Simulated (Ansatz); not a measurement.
What does this script print? It uses Ansatz 0.2.0 through its Python package.

`bend_ch2bns.py`:
```python
"""Energy of CH2BNS against one bond angle."""

import warnings

import ansatz
from ase import Atoms

BASIS = "def2-SVP"
FUNCTIONAL = "pbe"
DISPERSION = "d3bj"
FMAX = 0.02


def main() -> None:
    warnings.simplefilter("ignore", ansatz.DeckWarning)

    atoms = Atoms(["S", "B", "C", "N", "H", "H"], positions=[
        (-1.7453, 0.2203, -0.8756),
        (-0.1884, -0.3156, -0.1037),
        (0.8151, -0.2393, 0.9021),
        (1.0449, -1.1663, -0.0674),
        (-1.1193, 1.1929, -1.7139),
        (1.2351, 0.244, 1.8122),
    ])

    # relax first, so that the scan starts from a minimum
    first = (
        ansatz.Crystal.molecule_from_ase(atoms).calculation()
        .basis(gaussian=BASIS)
        .functional(FUNCTIONAL, dispersion=DISPERSION)
        .relax(force_tolerance=FMAX, max_steps=80)
    )
    atoms.positions = first.run().report["positions_ang"]

    rows = []
    for angle in [90, 100, 110, 120, 135, 150, 165, 179]:
        bent = atoms.copy()
        bent.set_angle(1, 0, 4, angle, indices=[4])
        base = (
            ansatz.Crystal.molecule_from_ase(bent).calculation()
            .basis(gaussian=BASIS)
            .functional(FUNCTIONAL, dispersion=DISPERSION)
        )
        rows.append((angle, base.run().report["free_energy_ev"]))
    floor = min(e for _, e in rows)
    for angle, e in rows:
        print(f"angle B1-S0-H4 = {angle:3d} deg   {1000 * (e - floor):9.1f} meV")


if __name__ == "__main__":
    main()
```

```console
$ python bend_ch2bns.py
angle B1-S0-H4 =  90 deg        15.4 meV
angle B1-S0-H4 = 100 deg         0.0 meV
angle B1-S0-H4 = 110 deg       107.0 meV
angle B1-S0-H4 = 120 deg       327.1 meV
angle B1-S0-H4 = 135 deg       833.5 meV
angle B1-S0-H4 = 150 deg      1464.1 meV
angle B1-S0-H4 = 165 deg      2044.3 meV
angle B1-S0-H4 = 179 deg      2315.1 meV
```

Caveats:
- The settings weren't tested for convergence.
- The scan is rigid, and the energies are electronic, in a modest basis. The zero is the lowest point of the grid, which needn't be the minimum.
- Wall time of the script: 36 s on 1 thread of Arm Neoverse V1, on a shared host, peak memory 0.23 GiB.
